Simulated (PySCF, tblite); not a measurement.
**C₅H₉OP: geometry, infrared bands and NMR shifts**

Wanted: the infrared bands and NMR shifts of C₅H₉OP (`C=C(C)/P=C/OC`), by calculation.

Computed with tblite 0.8.0 and PySCF 2.14.0, with density-fitted response routines of our own, on a single molecule in the gas phase. Atoms count from 0, in the outputs and in this text.

## Step 1: The starting structure

16 atoms, charge 0, multiplicity 1; geometry from: force field or distance geometry start.

Bonds of the start (Å): C0–C1 1.33, C1–C2 1.50, C1–P3 1.85, P3–C4 1.71, C4–O5 1.34, O5–C6 1.43, C0–H7 1.09, C0–H8 1.08, C2–H9 1.10, C2–H10 1.08, C2–H11 1.10, C4–H12 1.10, C6–H13 1.10, C6–H14 1.10, C6–H15 1.11.

## Step 2: Geometry optimisation with GFN2-xTB

Job settings and geometry (Å):

```
{"job": {"kind": "relax", "xc": "GFN2-xTB", "basis": "xTB"}, "charge": 0, "multiplicity": 1}
C     -1.514800     0.403200    -2.895300
C     -1.019600     0.554000    -1.673600
C     -1.224800     1.755100    -0.806300
P      0.014400    -0.829100    -1.006900
C      0.707400    -0.765800     0.552600
O      1.445600    -1.787200     0.996200
C      1.983200    -1.607700     2.309900
H     -2.129400     1.187000    -3.337700
H     -1.345500    -0.484900    -3.495100
H     -1.862200     2.502300    -1.311700
H     -0.284500     2.239500    -0.567000
H     -1.742500     1.486600     0.126200
H      0.588600     0.088100     1.239500
H      2.567000    -2.502200     2.566500
H      2.641300    -0.731200     2.343500
H      1.168100    -1.498800     3.051500
```

Started as:

```sh
$ OMP_NUM_THREADS=1 python probes_run.py task.json out
```

The driver reads the jobs from task.json and runs them one after another.

**Question.** This job is followed by: GFN2-xTB harmonic vibrations, gas phase; GIAO PBE0/pcSseg-1 NMR shielding, non-relativistic, gas phase. Predict these results of the whole session: strongest single infrared mode (GFN2-xTB); zero-point energy (GFN2-xTB); ¹³C shifts against TMS (PBE0/pcSseg-1); ¹H shifts against TMS (PBE0/pcSseg-1, means over atoms taken as alike); ³¹P shifts against H3PO4 (PBE0/pcSseg-1); ¹⁷O shifts against H2O (PBE0/pcSseg-1); surface potential, 1st and 99th percentile.

As calculated:

```
                                                              quantity                                value
                             strongest single infrared mode (GFN2-xTB)                1208 cm⁻¹, 382 km/mol
                                          zero-point energy (GFN2-xTB)                        79.2 kcal/mol
                                ¹³C shifts against TMS (PBE0/pcSseg-1)  214.0, 156.6, 134.8, 61.7, 25.3 ppm
¹H shifts against TMS (PBE0/pcSseg-1, means over atoms taken as alike)     9.09, 6.05, 5.82, 3.80, 2.16 ppm
                              ³¹P shifts against H3PO4 (PBE0/pcSseg-1)                            172.1 ppm
                                ¹⁷O shifts against H2O (PBE0/pcSseg-1)                            142.3 ppm
                                 surface potential, 1st and 99th percentile                   -1.18 V and 1.15 V
```

What this shows: Over 49 steps the energy fell by 0.473 eV; of the close pairs, O5–C6 changed most, 1.431 to 1.406 Å. No mode is imaginary among the 42: a minimum at this level. The strongest single mode, at 1208 cm⁻¹, is carried by O5, C4, H12. GFN2-xTB is a fitted tight-binding method: band positions and strengths are rough. Its intensities can rank the bands wrongly. At PBE0/pcSseg-1: The largest span, 570 ppm, is at P3, where the paramagnetic term is -822 ppm. At PBE0/pcSseg-1, counted by nearest atom on the grid, the HOMO lies on P3 32 %; C4 21 %, the LUMO on P3 29 %; C4 29 %.
